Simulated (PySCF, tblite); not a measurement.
# Sn14S13 (+2): electronic excitations

What do calculations give for the electronic excitations of Sn14S13 (+2)?

Computed with tblite 0.8.0 and PySCF 2.14.0 and routines of our own; the level stands in each step. Atoms count from 0.

### 1 The system as given

27 atoms, charge 2, multiplicity 1; geometry from: force field, distance geometry or constructed start.

### 2 Optimising the geometry with GFN2-xTB

What the job is given:

```
{"job": {"kind": "relax", "xc": "GFN2-xTB", "basis": "xTB"}, "charge": 2, "multiplicity": 1}
Sn    -2.808100    -2.814800    -2.814600
S     -2.816200    -2.810400    -0.006900
Sn    -2.807800    -2.815300     2.814000
S     -2.813700     0.004400    -2.819200
Sn    -2.814000    -0.001200     0.003400
S     -2.816300    -0.000500     2.810400
Sn    -2.812900     2.814700    -2.816300
S     -2.809600     2.815700     0.001500
Sn    -2.810300     2.810900     2.812600
S     -0.002800    -2.813800    -2.811400
Sn    -0.002100    -2.814200    -0.002100
S     -0.002500    -2.815000     2.813000
Sn    -0.003400     0.000700    -2.808000
S      0.002200    -0.000600    -0.002700
Sn    -0.002200     0.005100     2.813200
S     -0.001900     2.813600    -2.806700
Sn     0.000400     2.814900     0.000900
S     -0.001100     2.809600     2.812000
Sn     2.812400    -2.811200    -2.810500
S      2.815800    -2.812100     0.002700
Sn     2.810700    -2.809200     2.814500
S      2.812100     0.001500    -2.813200
Sn     2.816400     0.004600     0.006600
S      2.808800    -0.004300     2.811500
Sn     2.813500     2.815600    -2.812100
S      2.806900     2.812100     0.002500
Sn     2.813700     2.815300     2.812300
```

Run with:

```sh
$ OMP_NUM_THREADS=8 python large_run.py task.json out
```

This one command runs all jobs of the session in turn.

Standard output:

```text
step      E/eV     max force
  0   -1967.94214    0.758
  1   -1968.04589    0.718
  2   -1969.19377    0.187
  3   -1969.29135    0.181
  4   -1969.29859    0.168
  5   -1969.34892    0.118
  6   -1969.35029    0.116
  7   -1969.17726    0.881
  8   -1969.34672    0.092
  9   -1969.33994    0.065
 10   -1969.34085    0.062
 11   -1969.34208    0.035
 12   -1969.34246    0.029
 13   -1969.34289    0.024
 14   -1969.34301    0.023
 15   -1969.34323    0.027
 16   -1969.34261    0.029
 17   -1969.33964    0.112
 18   -1969.34408    0.082
 19   -1969.34966    0.148
 20   -1969.34357    0.011
```

Run time: 19 s. Hardware: 8 threads of Intel Xeon Platinum 8488C, shared host; peak memory 0.16 GiB.

Along the way: (the energy doesn't fall at every step)

```csv
step,energy from step 0 (eV),largest force (eV/Å)
0,0.0000,0.7573
1,-0.1037,0.7174
2,-1.2516,0.1871
3,-1.3492,0.1810
4,-1.3564,0.1680
5,-1.4068,0.1184
6,-1.4081,0.1160
7,-1.2351,0.8814
8,-1.4046,0.0918
9,-1.3978,0.0653
10,-1.3987,0.0625
11,-1.3999,0.0341
12,-1.4003,0.0293
13,-1.4007,0.0243
14,-1.4009,0.0239
15,-1.4011,0.0264
16,-1.4005,0.0283
17,-1.3975,0.1118
18,-1.4019,0.0817
19,-1.4075,0.1472
20,-1.4014,0.0105
```

Close pairs (by a distance rule), those that changed most:

| bond | before (Å) | after (Å) | change (Å) |
| --- | --- | --- | --- |
| Sn12–S13 | 2.805 | 3.076 | +0.270 |
| S13–Sn22 | 2.814 | 3.084 | +0.270 |
| Sn10–S13 | 2.814 | 3.080 | +0.266 |
| Sn4–S13 | 2.816 | 3.081 | +0.265 |
| S13–Sn16 | 2.816 | 3.076 | +0.261 |
| S13–Sn14 | 2.816 | 3.072 | +0.256 |
| S21–Sn24 | 2.814 | 2.653 | -0.161 |
| Sn2–S11 | 2.805 | 2.647 | -0.159 |

The end geometry stands in the next job.

### 3 Electronic excitations: TDA PBE0/def2-SVP

What the job is given:

```
{"job": {"kind": "uv", "basis": "def2-SVP", "grid": 1, "kgrid": 0, "vcut": 1.5, "nstates": 6, "ntriplets": 2, "tda": true, "delta": [], "pop": true, "xc": "PBE0"}, "charge": 2, "multiplicity": 1}
Sn    -2.658040    -2.658006    -2.661428
S     -2.701303    -2.703050    -0.006006
Sn    -2.651472    -2.662699     2.662088
S     -2.702906     0.004875    -2.706405
Sn    -3.081923    -0.000642     0.004050
S     -2.704504    -0.000255     2.700302
Sn    -2.660737     2.657629    -2.660375
S     -2.704597     2.703557     0.003746
Sn    -2.660065     2.661096     2.657504
S     -0.001629    -2.705388    -2.700395
Sn    -0.003856    -3.078542    -0.007037
S     -0.005587    -2.706171     2.707802
Sn    -0.003713     0.005018    -3.074282
S     -0.000502     0.001070     0.001491
Sn    -0.002402     0.004536     3.073184
S     -0.002835     2.702659    -2.701850
Sn    -0.001986     3.077524    -0.002391
S      0.000126     2.703428     2.705743
Sn     2.661431    -2.652557    -2.657970
S      2.705661    -2.700316     0.001715
Sn     2.653128    -2.661256     2.659726
S      2.705817     0.002169    -2.705149
Sn     3.083442    -0.001748     0.008234
S      2.703307    -0.000347     2.701589
Sn     2.662921     2.654613    -2.656556
S      2.703366     2.706502     0.002659
Sn     2.656920     2.662153     2.657308
```

Level: TDA PBE0/def2-SVP, vertical, gas phase, core orbitals frozen in the response, virtual orbitals cut by energy.

Standard output:

```text
start: PBE on a coarse grid of 180791 points
cycle   1  E = -8127.7204329342  dE = -2.861e+02  |g| = 1.253e+01  |ddm| = 3.858e+01
cycle   2  E = -7655.5846824826  dE =  4.721e+02  |g| = 2.595e+01  |ddm| = 6.787e+01
cycle   3  E = -8147.3303925489  dE = -4.917e+02  |g| = 7.829e+00  |ddm| = 6.359e+01
cycle   4  E = -8143.1127057701  dE =  4.218e+00  |g| = 7.644e+00  |ddm| = 2.401e+01
cycle   5  E = -8019.5229347454  dE =  1.236e+02  |g| = 1.779e+01  |ddm| = 2.373e+01
cycle   6  E = -8151.4943244881  dE = -1.320e+02  |g| = 7.160e+00  |ddm| = 1.777e+01
cycle   7  E = -8171.8343444935  dE = -2.034e+01  |g| = 2.156e+00  |ddm| = 9.994e+00
cycle   8  E = -8158.1162386487  dE =  1.372e+01  |g| = 5.374e+00  |ddm| = 9.200e+00
cycle   9  E = -8172.2603263477  dE = -1.414e+01  |g| = 1.898e+00  |ddm| = 7.854e+00
cycle  10  E = -8170.7121151635  dE =  1.548e+00  |g| = 2.676e+00  |ddm| = 6.503e+00
cycle  11  E = -8173.3550446862  dE = -2.643e+00  |g| = 9.300e-01  |ddm| = 5.141e+00
cycle  12  E = -8173.4554954573  dE = -1.005e-01  |g| = 7.582e-01  |ddm| = 2.636e+00
cycle  13  E = -8173.6340975239  dE = -1.786e-01  |g| = 3.303e-01  |ddm| = 1.628e+00
cycle  14  E = -8173.6701294893  dE = -3.603e-02  |g| = 1.127e-01  |ddm| = 6.656e-01
cycle  15  E = -8173.6728050752  dE = -2.676e-03  |g| = 7.581e-02  |ddm| = 2.869e-01
cycle  16  E = -8173.6748559572  dE = -2.051e-03  |g| = 1.852e-02  |ddm| = 1.388e-01
cycle  17  E = -8173.6749541756  dE = -9.822e-05  |g| = 8.832e-03  |ddm| = 4.445e-02
final grid: 180791 points
cycle  18  E = -8174.1271561678  dE = -2.614e-02  |g| = 7.722e-02  |ddm| = 8.136e-01
cycle  19  E = -8174.1265372728  dE =  6.189e-04  |g| = 7.474e-02  |ddm| = 2.329e-01
cycle  20  E = -8174.1279398712  dE = -1.403e-03  |g| = 4.007e-02  |ddm| = 1.793e-01
cycle  21  E = -8174.1284904526  dE = -5.506e-04  |g| = 1.410e-02  |ddm| = 8.383e-02
cycle  22  E = -8174.1285666390  dE = -7.619e-05  |g| = 3.134e-03  |ddm| = 2.753e-02
cycle  23  E = -8174.1285687397  dE = -2.101e-06  |g| = 2.089e-03  |ddm| = 8.339e-03
cycle  24  E = -8174.1285695783  dE = -8.386e-07  |g| = 4.144e-04  |ddm| = 4.016e-03
cycle  25  E = -8174.1285697035  dE = -1.252e-07  |g| = 1.774e-04  |ddm| = 9.303e-04
cycle  26  E = -8174.1285658784  dE =  3.825e-06  |g| = 3.583e-05  |ddm| = 3.986e-04
converged SCF energy = -8174.1285658784

Static polarisability (au): isotropic 798.567, principal 798.440 798.603 798.658

Singlet excitations
state   eV       nm        f      main configurations
  1   1.8668    664.2   0.00000   H->L 0.78, H-1->L+1 0.11
  2   1.8674    663.9   0.00000   H->L+1 0.63, H-1->L+1 0.18, H-1->L 0.16
  3   1.8687    663.5   0.00000   H-1->L+2 0.96
  4   1.8949    654.3   0.00000   H-1->L 0.73, H-1->L+1 0.11, H->L+1 0.09
  5   1.8954    654.1   0.00000   H-1->L+1 0.58, H->L+1 0.22, H->L 0.12
  6   1.8962    653.9   0.00000   H->L+2 0.96

Triplet excitations (Tamm-Dancoff, eV): 1.8016 1.8021
```

Run time: 1.9 min. Hardware: 8 threads of Intel Xeon Platinum 8488C, shared host; peak memory 6.4 GiB.

Frontier orbitals and where they lie:

| orbital | eV | atoms |
| --- | --- | --- |
| HOMO−4 | -11.06 | Sn22 19 %, Sn4 18 %, S21 6 % |
| HOMO−3 | -11.06 | Sn10 18 %, Sn16 18 %, S11 6 % |
| HOMO−2 | -11.05 | Sn12 18 %, Sn14 18 %, S17 6 % |
| HOMO−1 | -10.32 | Sn14 9 %, Sn12 9 %, S17 7 % |
| HOMO | -10.31 | Sn4 11 %, Sn22 11 %, S1 6 % |
| LUMO | -7.71 | Sn2 12 %, Sn20 12 %, Sn6 11 % |
| LUMO+1 | -7.71 | Sn8 12 %, Sn26 12 %, Sn0 11 % |
| LUMO+2 | -7.71 | Sn24 11 %, Sn6 11 %, Sn18 11 % |
| LUMO+3 | -7.36 | Sn6 9 %, Sn8 9 %, Sn0 9 % |

Further results of this job:

```csv
property,computed
polarisability (Å³),118.34
HOMO–LUMO gap (eV),2.61
−ε(HOMO) (eV),10.31
```

### 4 Results

```
                      quantity                        value
lowest singlet (PBE0/def2-SVP)  1.87 eV (664 nm), f = 0.000
                lowest triplet                      1.80 eV
```

The first singlet state (HOMO→LUMO 0.78, HOMO−1→LUMO+1 0.11) lies at 1.87 eV and is dark. The lowest triplet lies 0.07 eV below the lowest singlet. Spin-orbit coupling, left out, mixes singlets and triplets in elements this heavy.
